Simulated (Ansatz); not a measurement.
**In3Ga2As5: properties of a relaxed candidate**

This session takes a relaxed cell of In3Ga2As5 and sets out to see whether it has a gap, which orbitals make up the states near it and how charge is shared.

Method: DFT PBE, scalar-relativistic, plane waves, PAW, in Ansatz 0.2.0.

1 further run of the same task is left out (set aside as unsound or not needed). Runs told in other sessions of the task aren't counted.

### Step 1. The system as given

The structure is trigonal, space group R3m (No. 160). The conventional cell has a = 4.251 Å, b = 4.251 Å, c = 52.227 Å, α = 90.00°, β = 90.00°, γ = 120.00°. In (site symmetry 3m) has 4 As at 2.64 to 2.68 Å in its first shell of neighbours. Around In (site symmetry 3m) lie 4 As at 2.64 to 2.67 Å. Around Ga (site symmetry 3m) lie 4 As at 2.50 to 2.57 Å. Ga (site symmetry 3m) has 4 As at 2.49 to 2.57 Å in its first shell of neighbours. Around As (site symmetry 3m) lie 3 Ga at 2.57 Å and 1 In at 2.68 Å. Around As (site symmetry 3m) lie 4 Ga at 2.50 to 2.57 Å. As (site symmetry 3m) is surrounded by 1 Ga at 2.49 Å and 3 In at 2.64 Å. Only part of the 10 independent sites is listed.

Structure file:

```
In Ga As
1.0
     2.12574    1.22729   17.40904
    -2.12574    1.22729   17.40904
     0.00000   -2.45459   17.40904
In Ga As
3 2 5
Direct
  0.99703 0.99703 0.99703
  0.80270 0.80270 0.80270
  0.39988 0.39988 0.39988
  0.59776 0.59776 0.59776
  0.20201 0.20201 0.20201
  0.94575 0.94575 0.94575
  0.54997 0.54997 0.54997
  0.15440 0.15440 0.15440
  0.75166 0.75166 0.75166
  0.34885 0.34885 0.34885
```

It is the end of an earlier relaxation with the same method, from a generated guess; it is a trial structure. At a tolerance of 0.05 Å it has space group R3m (No. 160); it has 27.25 Å³/atom, an uncorrected energy of -0.26 eV/atom over the elements.

### Step 2. Electronic structure at the relaxed geometry

The input, input.yaml:

```yaml
crystal:
  lattice:
    - [2.1257359051, 1.227294197, 17.4090353]
    - [-2.1257359051, 1.227294197, 17.4090353]
    - [0.0, -2.4545883941, 17.4090353]
  atoms:
    - { symbol: In, position: [0.997027, 0.997027, 0.997027] }
    - { symbol: In, position: [0.802699, 0.802699, 0.802699] }
    - { symbol: In, position: [0.399877, 0.399877, 0.399877] }
    - { symbol: Ga, position: [0.597761, 0.597761, 0.597761] }
    - { symbol: Ga, position: [0.202013, 0.202013, 0.202013] }
    - { symbol: As, position: [0.945748, 0.945748, 0.945748] }
    - { symbol: As, position: [0.549969, 0.549969, 0.549969] }
    - { symbol: As, position: [0.154398, 0.154398, 0.154398] }
    - { symbol: As, position: [0.751661, 0.751661, 0.751661] }
    - { symbol: As, position: [0.348847, 0.348847, 0.348847] }
basis:
  ecutwfc: 420
kpoints:
  mp_grid: { grid: [12, 12, 12] }
  band_path:
    path:
      - [[0.0, 0.0, 0.0], [-0.5, -0.5, -0.5], [-0.5, -0.16997994, -0.83002006]]
      - [[-0.16997994, 0.16997994, -0.5], [0.0, 0.0, -0.5], [0.0, 0.0, 0.0], [0.0, 0.33498997, -0.33498997]]
      - [[-0.33498997, 0.0, -0.66501003], [-0.5, 0.0, -0.5], [0.0, 0.0, 0.0]]
    npoints: 14
hamiltonian:
  xc: pbe
scf:
  occupations: { method: gaussian, width: 0.1 }
  n_extra_bands: 25
output:
  forces: true
  stress: true
  eigenvalues: true
  populations: true
  dos: { projected: true, de: 0.02, nscf_kmesh: { grid: [15, 15, 15] } }
  bader: true
  write_density: true
  write_potential: true
  elf: true
  volumetric_format: npy
```

Started as:

```
$ ansatz run input.yaml --threads 4 --pin off --max-ram 8192MiB --backend cpu --events-out ev --progress --plain --runs-dir out
```

Before running it: what results should come out? Wanted: gap; states at the Fermi level; Bader charges.

**Answer**, as computed:

| quantity | value |
| --- | --- |
| gap | none (metal) |
| states at the Fermi level | 0.01 per eV per cell |
| Bader charges | In +0.73 to +0.74, Ga +0.65 to +0.66, As -0.74 to -0.64 e |

**Reading.** Bands cross the Fermi level: a metal at this level of theory. Of the projected weight within 0.25 eV of the Fermi level, the largest part is As 4p (86 %). Bader charges go up to 0.7 e.
